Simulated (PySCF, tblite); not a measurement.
# C7H13N: geometry, infrared bands and NMR shifts

Wanted: the infrared bands and NMR shifts of C7H13N (`C=C/C(C)=C(/C)CN`), by calculation.

Programs: tblite 0.8.0 and PySCF 2.14.0, with density-fitted response routines of our own. Each step states its level of theory. These are calculated values for one molecule in the gas phase, unless marked as measured. Atoms count from 0, in the outputs and in this text.

**1. The molecule as given**

21 atoms, charge 0, multiplicity 1; geometry from: force field or distance geometry start.

Bonds of the start (Å): C0–C1 1.36, C1–C2 1.45, C2–C3 1.51, C2–C4 1.37, C4–C5 1.52, C4–C6 1.51, C6–N7 1.46, C0–H8 1.09, C0–H9 1.08, C1–H10 1.09, C3–H11 1.08, C3–H12 1.11, C3–H13 1.09, C5–H14 1.10, C5–H15 1.11, C5–H16 1.09, C6–H17 1.10, C6–H18 1.09, N7–H19 1.02, N7–H20 1.02.

**2. Geometry optimisation with GFN2-xTB**

What the job is given:

```
{"job": {"kind": "relax", "xc": "GFN2-xTB", "basis": "xTB"}, "charge": 0, "multiplicity": 1}
C      2.281600    -1.956300     0.179600
C      1.039500    -1.420700     0.080500
C      0.716400    -0.003500     0.124600
C      1.785500     0.911800     0.677200
C     -0.507300     0.473900    -0.262700
C     -0.853600     1.952500    -0.249700
C     -1.641200    -0.359100    -0.823700
N     -2.750200    -0.379400     0.123500
H      2.412900    -3.033800     0.151400
H      3.166900    -1.354100     0.276700
H      0.225100    -2.137000    -0.010400
H      2.573000     1.061300    -0.053500
H      2.226700     0.468500     1.597400
H      1.418900     1.882200     0.997200
H      0.021000     2.601300    -0.402900
H     -1.323300     2.219700     0.716400
H     -1.543000     2.211100    -1.051500
H     -1.354800    -1.393700    -1.057400
H     -1.982400     0.069900    -1.764300
H     -2.431900    -0.811000     0.993300
H     -3.488700    -0.986600    -0.242100
```

On the command line:

```console
OMP_NUM_THREADS=1 python probes_run.py task.json out
```

One launch serves the whole session: the jobs run in the order shown.

Log:

```text
step      E/eV     max force
  0    -665.75256    1.418
  1    -665.80411    1.093
  2    -665.82720    0.381
  3    -665.84311    0.331
  4    -665.85810    0.459
  5    -665.86518    0.270
  6    -665.87005    0.141
  7    -665.87312    0.168
  8    -665.87549    0.115
  9    -665.87686    0.084
 10    -665.87784    0.078
 11    -665.87862    0.084
 12    -665.87927    0.058
 13    -665.87980    0.063
 14    -665.88037    0.059
 15    -665.88112    0.076
 16    -665.88200    0.082
 17    -665.88270    0.054
 18    -665.88308    0.037
 19    -665.88331    0.035
 20    -665.88358    0.048
 21    -665.88388    0.049
 22    -665.88416    0.037
 23    -665.88439    0.035
 24    -665.88464    0.043
 25    -665.88498    0.050
 26    -665.88546    0.058
 27    -665.88604    0.050
 28    -665.88667    0.054
 29    -665.88732    0.059
 30    -665.88797    0.060
 31    -665.88860    0.058
 32    -665.88918    0.055
 33    -665.88978    0.062
 34    -665.89046    0.075
 35    -665.89124    0.083
 36    -665.89213    0.073
 37    -665.89310    0.083
 38    -665.89418    0.105
 39    -665.89536    0.100
 40    -665.89661    0.075
 41    -665.89778    0.080
 42    -665.89466    0.309
 43    -665.89965    0.092
 44    -665.90046    0.070
 45    -665.90322    0.074
 46    -665.90385    0.067
 47    -665.90617    0.072
 48    -665.90723    0.070
 49    -665.90854    0.070
 50    -665.90938    0.058
 51    -665.91010    0.059
 52    -665.91034    0.088
 53    -665.91097    0.049
 54    -665.91126    0.034
 55    -665.91158    0.039
 56    -665.91185    0.043
 57    -665.91218    0.043
 58    -665.91245    0.042
 59    -665.91272    0.031
 60    -665.91295    0.038
 61    -665.91324    0.048
 62    -665.91350    0.044
 63    -665.91375    0.033
 64    -665.91401    0.034
 65    -665.91430    0.043
 66    -665.91453    0.031
 67    -665.91467    0.022
 68    -665.91477    0.023
 69    -665.91488    0.025
 70    -665.91505    0.038
 71    -665.91524    0.061
 72    -665.91548    0.050
 73    -665.91583    0.043
 74    -665.91611    0.047
 75    -665.91646    0.041
 76    -665.91668    0.030
 77    -665.91673    0.043
 78    -665.91688    0.026
 79    -665.91698    0.025
 80    -665.91729    0.038
 81    -665.91745    0.033
 82    -665.91761    0.027
 83    -665.91771    0.024
 84    -665.91791    0.024
 85    -665.91800    0.024
 86    -665.91810    0.023
 87    -665.91819    0.023
 88    -665.91829    0.021
 89    -665.91840    0.025
 90    -665.91853    0.030
 91    -665.91868    0.029
 92    -665.91883    0.032
 93    -665.91898    0.034
 94    -665.91915    0.036
 95    -665.91939    0.041
 96    -665.91964    0.038
 97    -665.91984    0.022
 98    -665.91996    0.022
 99    -665.92003    0.020
100    -665.92009    0.018
101    -665.92014    0.012
102    -665.92019    0.017
103    -665.92024    0.016
104    -665.92030    0.023
105    -665.92035    0.023
106    -665.92041    0.017
107    -665.92046    0.013
108    -665.92049    0.014
109    -665.92053    0.017
110    -665.92058    0.017
111    -665.92063    0.015
112    -665.92068    0.012
113    -665.92071    0.012
114    -665.92073    0.011
115    -665.92076    0.011
116    -665.92079    0.011
117    -665.92081    0.013
118    -665.92084    0.013
119    -665.92086    0.013
120    -665.92090    0.014
121    -665.92095    0.014
122    -665.92099    0.015
123    -665.92104    0.018
124    -665.92111    0.021
125    -665.92122    0.029
126    -665.92137    0.037
127    -665.92157    0.034
128    -665.92179    0.031
129    -665.92196    0.031
130    -665.92209    0.025
131    -665.92217    0.023
132    -665.92224    0.026
133    -665.92230    0.028
134    -665.92236    0.022
135    -665.92240    0.015
136    -665.92245    0.012
137    -665.92248    0.011
138    -665.92251    0.014
139    -665.92253    0.012
140    -665.92255    0.010
```

Run time: 1.5 s. Hardware: 1 thread of Arm Neoverse N1, shared host; peak memory 0.18 GiB.

Step by step: (not every step is listed)

```tsv
step	energy from step 0 (eV)	largest force (eV/Å)
0	0.0000	1.4177
1	-0.0516	1.0926
2	-0.0746	0.3811
3	-0.0906	0.3307
4	-0.1055	0.4589
5	-0.1126	0.2696
6	-0.1175	0.1412
7	-0.1206	0.1684
8	-0.1229	0.1154
20	-0.1310	0.0485
32	-0.1366	0.0551
44	-0.1479	0.0700
56	-0.1593	0.0431
68	-0.1622	0.0234
80	-0.1647	0.0377
92	-0.1663	0.0322
104	-0.1677	0.0226
116	-0.1682	0.0109
128	-0.1692	0.0313
135	-0.1698	0.0149
136	-0.1699	0.0121
137	-0.1699	0.0110
138	-0.1699	0.0139
139	-0.1700	0.0117
140	-0.1700	0.0096
```

Close pairs (by a distance rule), those that changed most:

```tsv
bond	before (Å)	after (Å)	change (Å)
C0–C1	1.356	1.328	-0.028
C2–C4	1.369	1.343	-0.026
C3–H12	1.113	1.087	-0.026
C5–H15	1.107	1.089	-0.018
C4–C5	1.519	1.502	-0.017
C5–H14	1.100	1.090	-0.010
N7–H20	1.024	1.014	-0.009
C0–H8	1.086	1.077	-0.009
```

The final coordinates are the input of the step that follows.

**3. Harmonic vibrations with GFN2-xTB**

What the job is given:

```
{"job": {"kind": "ir", "xc": "GFN2-xTB", "basis": "xTB"}, "charge": 0, "multiplicity": 1}
C      2.292026    -1.930129     0.121439
C      1.054242    -1.456483     0.206575
C      0.694497    -0.041274     0.222766
C      1.743897     0.904885     0.744580
C     -0.484232     0.424427    -0.222377
C     -0.831704     1.885096    -0.194526
C     -1.563466    -0.429693    -0.835265
N     -2.815660    -0.227197    -0.109802
H      2.488697    -2.988813     0.122830
H      3.151964    -1.290305     0.023059
H      0.239661    -2.165098     0.277336
H      2.323419     1.320668    -0.079856
H      2.422520     0.388056     1.417972
H      1.291050     1.733315     1.282744
H     -0.181478     2.449487    -0.863070
H     -0.720352     2.299661     0.806266
H     -1.863425     2.016657    -0.505139
H     -1.259536    -1.484492    -0.888625
H     -1.732064    -0.087152    -1.863714
H     -2.704028    -0.517403     0.856242
H     -3.554947    -0.787269    -0.519907
```

Log:

```text
mode    cm-1     km/mol
  1      33.4      1.16
  2      47.0      1.72
  3      94.4      0.34
  4     112.7      0.76
  5     140.7      0.64
  6     226.8     13.60
  7     262.8      9.87
  8     269.5     37.27
  9     341.3      1.08
 10     359.6      1.39
 11     395.4      2.22
 12     456.2      0.09
 13     514.3      1.09
 14     545.3      2.38
 15     675.4      0.07
 16     744.6      0.40
 17     880.7      9.58
 18     881.7     78.92
 19     913.6      0.23
 20     987.6     44.96
 21    1000.5     12.35
 22    1007.7     18.97
 23    1013.1     12.30
 24    1032.8      2.12
 25    1045.9     33.81
 26    1080.4     13.55
 27    1106.9      9.38
 28    1144.0      6.52
 29    1208.6      6.57
 30    1252.0     17.43
 31    1277.3      8.49
 32    1311.7      5.14
 33    1346.6     12.69
 34    1396.0      2.05
 35    1402.7     10.53
 36    1417.1      1.51
 37    1470.7      3.23
 38    1481.5      0.49
 39    1488.1      0.93
 40    1491.2      1.07
 41    1505.2      6.59
 42    1562.3     27.15
 43    1668.9     14.30
 44    1677.5     18.81
 45    2869.1     79.90
 46    2922.2     45.89
 47    2992.6     39.47
 48    2995.0     18.32
 49    3011.8     25.28
 50    3040.6     22.40
 51    3046.1     21.45
 52    3051.6     43.06
 53    3067.3     10.01
 54    3107.6     22.07
 55    3130.4     55.39
 56    3385.8     14.62
 57    3417.7     14.17
```

It took 1.2 s on 1 thread of Arm Neoverse N1, shared host; peak memory 0.18 GiB.

The strongest bands and the atoms that carry them (share of the mass-weighted mode):

```tsv
cm⁻¹	km/mol	atoms
270	37.3	H20 29 %, H19 22 %
882	78.9	H19 30 %, H18 16 %, H17 16 %, C6 10 %
988	45.0	H20 15 %, H17 11 %, H16 11 %, C5 10 %
2869	79.9	H17 83 %
2922	45.9	H18 84 %, H17 11 %
2993	39.5	H14 74 %, H15 14 %
3052	43.1	H10 91 %
3130	55.4	H9 59 %, H8 30 %
```

**4. Nuclear shieldings: PBE0/pcSseg-1**

Settings changed since step 3:

```diff
@@ -1,2 +1,2 @@
-{"job": {"kind": "ir", "xc": "GFN2-xTB", "basis": "xTB"}, "charge": 0, "multiplicity": 1}
+{"job": {"kind": "nmr", "xc": "PBE0", "basis": "pcSseg-1"}, "charge": 0, "multiplicity": 1}
 C      2.292026    -1.930129     0.121439
```

With the program's defaults for keys left out, this is: GIAO PBE0/pcSseg-1 NMR shielding, non-relativistic, gas phase.

Log:

```text
coarse grid: 16728 points
cycle   1  E = -328.7226711296  dE =  8.779e-01  |g| = 4.953e-01  |ddm| = 4.128e+00
cycle   2  E = -328.7190750738  dE =  3.596e-03  |g| = 5.300e-01  |ddm| = 1.001e+00
cycle   3  E = -328.7868644357  dE = -6.779e-02  |g| = 4.966e-02  |ddm| = 5.178e-01
cycle   4  E = -328.7872398167  dE = -3.754e-04  |g| = 2.468e-02  |ddm| = 5.725e-02
cycle   5  E = -328.7873706597  dE = -1.308e-04  |g| = 4.295e-03  |ddm| = 2.478e-02
cycle   6  E = -328.7873745185  dE = -3.859e-06  |g| = 9.087e-04  |ddm| = 5.261e-03
final grid: 159288 points
cycle   7  E = -328.8336330303  dE = -5.303e-05  |g| = 9.523e-03  |ddm| = 4.432e-02
cycle   8  E = -328.8336279877  dE =  5.043e-06  |g| = 1.066e-02  |ddm| = 1.979e-02
cycle   9  E = -328.8336560124  dE = -2.802e-05  |g| = 1.331e-03  |ddm| = 1.112e-02
cycle  10  E = -328.8336564311  dE = -4.187e-07  |g| = 3.680e-04  |ddm| = 1.545e-03
cycle  11  E = -328.8336564633  dE = -3.215e-08  |g| = 1.190e-04  |ddm| = 4.135e-04
cycle  12  E = -328.8336564663  dE = -3.028e-09  |g| = 2.625e-05  |ddm| = 1.128e-04
cycle  13  E = -328.8336564664  dE = -1.451e-10  |g| = 4.383e-06  |ddm| = 2.979e-05
converged SCF energy = -328.8336564664

GIAO shielding tensors (ppm)
atom      isotropic    diamagn.    paramagn.     s11        s22        s33       span
  0 C       67.911     254.845    -186.934    -39.152     74.162    168.724    207.875
  1 C       41.562     254.941    -213.380    -77.955     45.019    157.622    235.577
  2 C       49.471     260.411    -210.940    -51.640     48.940    151.112    202.752
  3 C      167.360     248.125     -80.765    156.233    162.387    183.461     27.228
  4 C       41.442     261.756    -220.315    -59.206     35.257    148.274    207.480
  5 C      167.565     248.317     -80.752    156.073    166.347    180.275     24.202
  6 C      138.386     246.609    -108.223    124.074    135.983    155.100     31.026
  7 N      229.314     314.382     -85.069    187.129    242.119    258.694     71.565
  8 H       26.421      29.354      -2.932     23.938     25.494     29.832      5.894
  9 H       26.371      32.569      -6.198     23.110     25.023     30.979      7.869
 10 H       24.509      34.151      -9.642     21.230     22.523     29.774      8.544
 11 H       29.805      30.676      -0.871     26.391     27.084     35.940      9.549
 12 H       29.899      31.204      -1.305     25.519     29.300     34.879      9.360
 13 H       29.599      31.533      -1.934     24.647     30.379     33.772      9.125
 14 H       30.110      30.747      -0.636     25.709     28.180     36.442     10.733
 15 H       29.941      31.038      -1.097     26.166     28.623     35.035      8.869
 16 H       28.771      29.906      -1.135     23.290     29.694     33.330     10.040
 17 H       27.343      33.599      -6.257     21.935     27.332     32.760     10.825
 18 H       28.631      30.893      -2.262     25.179     27.181     33.533      8.354
 19 H       31.658      32.724      -1.066     25.268     30.087     39.618     14.350
 20 H       30.972      29.469       1.503     23.842     27.297     41.777     17.935
```

Run time: 55 s. Hardware: 1 thread of Arm Neoverse N1, shared host; peak memory 0.9 GiB.

Shifts follow as δ = σ(reference) − σ, with reference shieldings (ppm) from runs at the same level and on the same kind of geometry: ¹H TMS 31.72, ¹³C TMS 186.9, ¹⁵N NH3 267.7. The references are single molecules in the gas phase, so shifts against H2O, NH3, PH3, H3PO4 or CFCl3 are not on the usual liquid scales and can be off by tens of ppm. Atoms listed in one row are averaged.

```tsv
atoms	environment	σ (ppm)	δ (ppm)	δ scaled to CDCl3
C4	fully substituted alkene carbon	41.4	145.5	140.1
C1	alkene CH	41.6	145.4	140.0
C2	fully substituted alkene carbon	49.5	137.5	132.2
C0	terminal =CH2 carbon	67.9	119.0	114.2
C6	allylic sp3 CH2 bonded to N	138.4	48.5	45.5
C3	allylic methyl carbon	167.4	19.6	17.2
C5	allylic methyl carbon	167.6	19.4	17.0
H10	hydrogen on an alkene CH	24.51	7.21	6.90
H9	hydrogen on a terminal =CH2 carbon	26.37	5.35	5.15
H8	hydrogen on a terminal =CH2 carbon	26.42	5.30	5.10
H17, H18	hydrogen on an allylic sp3 CH2 bonded to N	27.99	3.73	3.62
H14, H15, H16	hydrogen on an allylic methyl carbon	29.61	2.11	2.09
H11, H12, H13	hydrogen on an allylic methyl carbon	29.77	1.95	1.94
H19, H20	hydrogen on an amine nitrogen	31.31	0.40	–
N7	amine nitrogen	229.3	38.4	–
```

The scaled column applies a straight-line fit of computed shieldings to shifts measured in CDCl3 (root-mean-square error 0.16 ppm for H, 1.9 ppm for C).

Charges from the same density, by scheme (e):

```tsv
atoms	Mulliken	IAO	Hirshfeld	ESP fit
C0	-0.14	-0.33	-0.11	-0.34
C1	-0.19	-0.14	-0.05	-0.41
C2	-0.24	-0.02	-0.01	0.30
C3	-0.15	-0.43	-0.12	-0.45
C4	-0.35	0.01	0.01	-0.08
C5	-0.15	-0.43	-0.12	-0.43
C6	0.02	-0.15	-0.03	0.15
N7	-0.45	-0.58	-0.23	-0.87
```

Mayer bond orders: C0–C1 1.94, C1–C2 1.12, C2–C3 1.11, C2–C4 1.71, C4–C5 1.08, C4–C6 1.10, C6–N7 1.02.

**5. Results**

| quantity | value |
| --- | --- |
| strongest single infrared mode (GFN2-xTB) | 2869 cm⁻¹, 80 km/mol |
| zero-point energy (GFN2-xTB) | 114.8 kcal/mol |
| ¹³C shifts against TMS (PBE0/pcSseg-1) | 145.5, 145.4, 137.5, 119.0, 48.5, 19.6, 19.4 ppm |
| ¹H shifts against TMS (PBE0/pcSseg-1, means over atoms taken as alike) | 7.21, 5.35, 5.30, 3.73, 2.11, 1.95, 0.40 ppm |
| ¹⁵N shifts against NH3 (PBE0/pcSseg-1) | 38.4 ppm |

Relaxing lowered the energy by 0.170 eV in 140 steps; the close pair that moved most is C0–C1, from 1.356 to 1.328 Å. All 57 modes are real, so the xTB geometry is a minimum. The strongest single mode, at 2869 cm⁻¹, moves mainly H17. Unscaled tight-binding wavenumbers are off by several per cent, some by more. Its intensities can rank the bands wrongly. The most deshielded hydrogen is H10 (hydrogen on an alkene CH), at 7.21 ppm: attached to an sp2 carbon and in the plane of the double bond. At PBE0/pcSseg-1: The widest tensor belongs to C1: span 236 ppm, with a paramagnetic part of -213 ppm.
